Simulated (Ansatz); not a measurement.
# CH5InSe: the cost of one run

Computed with Ansatz 0.2.0, Gaussian basis. Level: one geometry, several basis sets.

Levels to be run: PBE0-D4/def2-SVP; ωB97M-V/def2-SVP; PBE0-D4/def2-QZVPP; ωB97M-V/def2-QZVPP; the functionals' def2-TZVPP values are taken from earlier runs.

## Step 1: The geometry

An earlier PBE0-D4 in a triple-zeta def2 set relaxation fixed the geometry. In takes the def2 core potential; no spin-orbit term is included.

SMILES `C[Se][InH2]`, 8 atoms, charge 0, spin multiplicity 1.

Atoms are counted from 1 here; the program's logs count them from 0.

Bond lengths: C1–Se2 1.963 Å, C1–H4 1.088 Å, C1–H5 1.088 Å, C1–H6 1.088 Å, Se2–In3 2.492 Å, In3–H7 1.719 Å, In3–H8 1.712 Å. Angles: Se2–C1–H4 108.3°, Se2–C1–H5 110.8°, Se2–C1–H6 108.4°, H4–C1–H5 109.7°, H4–C1–H6 109.9°, H5–C1–H6 109.7°, C1–Se2–In3 100.1°, Se2–In3–H7 113.9°, Se2–In3–H8 117.1°, H7–In3–H8 129.1°.

## Step 2: PBE0-D4 in def2-SVP

Contents of in.yaml:

```yaml
crystal:
  periodic: [false, false, false]
  atoms:
    - {symbol: C, position_ang: [-0.748054, 1.202277, -0.529212]}
    - {symbol: Se, position_ang: [-1.180225, -0.176492, 0.799948]}
    - {symbol: In, position_ang: [0.903966, -1.539953, 0.708490]}
    - {symbol: H, position_ang: [-0.789273, 2.173569, -0.040202]}
    - {symbol: H, position_ang: [0.245096, 1.042059, -0.944060]}
    - {symbol: H, position_ang: [-1.489933, 1.156559, -1.323994]}
    - {symbol: H, position_ang: [2.072263, -0.951215, -0.406989]}
    - {symbol: H, position_ang: [0.986170, -2.906795, 1.736019]}
basis:
  gaussian: {orbitals: def2-SVP}
hamiltonian: {xc: pbe0, dispersion: d4}
output: {orbitals: {seedname: orbitals}}
```

Launch:

```bash
$ ansatz run in.yaml --threads 4 --pin off --events-out ev --progress --plain --max-ram 10444MiB
```

**Question.** How long does this run take on 4 threads of AMD EPYC, shared host, and how much memory does it need?

About 6.5 s, with a peak of 0.38 GiB.
